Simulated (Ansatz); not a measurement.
Predict the output of the script below (the Ansatz DFT code, driven from Python).

Script `ch4geo_freq.py`:
```python
# -*- coding: utf-8 -*-
"""Vibrations of CH4GeO."""

import warnings

import ansatz as az
import numpy as np

BASIS = "def2-SVP"
XC = "pbe"

GEOMETRY = """
C    -0.52500   -0.48280   -0.67130
O    -0.81010   -0.58360    0.64250
Ge    0.63910    0.50560    0.42720
H    -1.27090    0.19910   -1.17990
H    -0.19210   -1.38080   -1.16020
H     0.28750    1.94220    0.92160
H     1.93280   -0.26770    0.97440
"""


def main():
    warnings.simplefilter("ignore", az.DeckWarning)

    geometry = az.Crystal.molecule()
    for line in GEOMETRY.strip().splitlines():
        symbol, *xyz = line.split()
        geometry = geometry.atom(symbol, [float(v) for v in xyz])

    calculation = geometry.calculation().basis(gaussian=BASIS).functional(XC)
    symbols = [site.symbol for site in geometry.cartesian_sites]
    start = np.array([site.position_ang for site in geometry.cartesian_sites], dtype=float)
    r = calculation.relax(force_tolerance=0.003).run(threads=1).report
    end = np.array(r["positions_ang"])

    print("bond        before    after (A)")
    for i, j in [(0, 1), (0, 2), (0, 3), (0, 4), (1, 2), (2, 5), (2, 6)]:
        d0, d1 = (np.linalg.norm(xyz[i] - xyz[j]) for xyz in (start, end))
        print(f"{symbols[i]}{i}-{symbols[j]}{j}".ljust(10), f"{d0:8.4f} {d1:8.4f}")
    for i, j, k in [(1, 0, 2), (1, 0, 3), (1, 0, 4), (2, 0, 3), (2, 0, 4), (3, 0, 4), (0, 1, 2), (0, 2, 1)]:
        u, v = end[i] - end[j], end[k] - end[j]
        print(f"angle {symbols[i]}{i}-{symbols[j]}{j}-{symbols[k]}{k}: {np.degrees(np.arccos(np.clip(u @ v / np.linalg.norm(u) / np.linalg.norm(v), -1, 1))):.2f} deg")

    # frequencies need a stationary point, so they are taken at the relaxed geometry
    minimum = az.Crystal.molecule()
    for symbol, xyz in zip(symbols, end):
        minimum = minimum.atom(symbol, xyz.tolist())
    vibrating = minimum.calculation().basis(gaussian=BASIS).functional(XC).phonons(temperatures=(200, 600, 100))
    vib = vibrating.run(threads=1).report["vibrations"]
    sums = vib["harmonic_sums"]
    modes = [m["omega_inv_cm"] for m in sums["modes_at_gamma"] if m["rigid_motion"] == "no"]
    print("frequencies (1/cm):", " ".join(f"{w:.0f}" for w in modes))
    print("imaginary modes:", sum(w < 0 for w in modes), " zero-point energy:", round(sums["zero_point_energy_ev"], 4), "eV")
    print("T (K)   F_vib (eV)   S_vib (meV/K)   C_vib (meV/K)")
    for row in zip(sums["temperatures_k"], sums["vibrational_free_energy_ev"], vib["entropy_ev_per_k"], vib["heat_capacity_ev_per_k"]):
        print(f"{row[0]:6.1f} {row[1]:11.4f} {1000 * row[2]:13.4f} {1000 * row[3]:15.4f}")

    # all hydrogen replaced by deuterium
    heavier = vibrating.phonons(masses={"H": 2.014102}).run(threads=1).report["vibrations"]["harmonic_sums"]
    print("deuterated (1/cm):", " ".join(f"{m['omega_inv_cm']:.0f}" for m in heavier["modes_at_gamma"] if m["rigid_motion"] == "no"))
    print("zero-point energy falls by", round(sums["zero_point_energy_ev"] - heavier["zero_point_energy_ev"], 4), "eV")


if __name__ == "__main__":
    main()
```

Running `python ch4geo_freq.py` prints:
```text
bond        before    after (A)
C0-O1        1.3482   1.4172
C0-Ge2       1.8812   1.9277
C0-H3        1.1314   1.1120
C0-H4        1.0753   1.1120
O1-Ge2       1.8256   1.8777
Ge2-H5       1.5594   1.5408
Ge2-H6       1.6035   1.5409
angle O1-C0-Ge2: 66.27 deg
angle O1-C0-H3: 116.55 deg
angle O1-C0-H4: 116.55 deg
angle Ge2-C0-H3: 118.38 deg
angle Ge2-C0-H4: 118.35 deg
angle H3-C0-H4: 113.10 deg
angle C0-O1-Ge2: 70.02 deg
angle C0-Ge2-O1: 43.70 deg
frequencies (1/cm): 352 428 570 599 616 745 822 1030 1074 1100 1424 2103 2130 2951 3033
imaginary modes: 0  zero-point energy: 1.1765 eV
T (K)   F_vib (eV)   S_vib (meV/K)   C_vib (meV/K)
 200.0      1.1734        0.0674          0.1881
 300.0      1.1613        0.1793          0.3722
 400.0      1.1370        0.3078          0.5225
 500.0      1.0997        0.4375          0.6395
 600.0      1.0496        0.5626          0.7325
deuterated (1/cm): 284 312 418 541 551 552 587 845 859 959 1103 1493 1521 2136 2262
zero-point energy falls by 0.2824 eV
```

The frequencies are harmonic and unscaled, in a modest basis. The result belongs to the one conformer reached from this start, and soft torsions count as harmonic oscillators. Wall time of the script: 110 s on 1 thread of Arm Neoverse V2, with other jobs on the host, peak memory 0.22 GiB.

(A comment or docstring line of the script was reworded after the run, the code is as it ran; lines on the test bed's own set-up are left out of the output.)
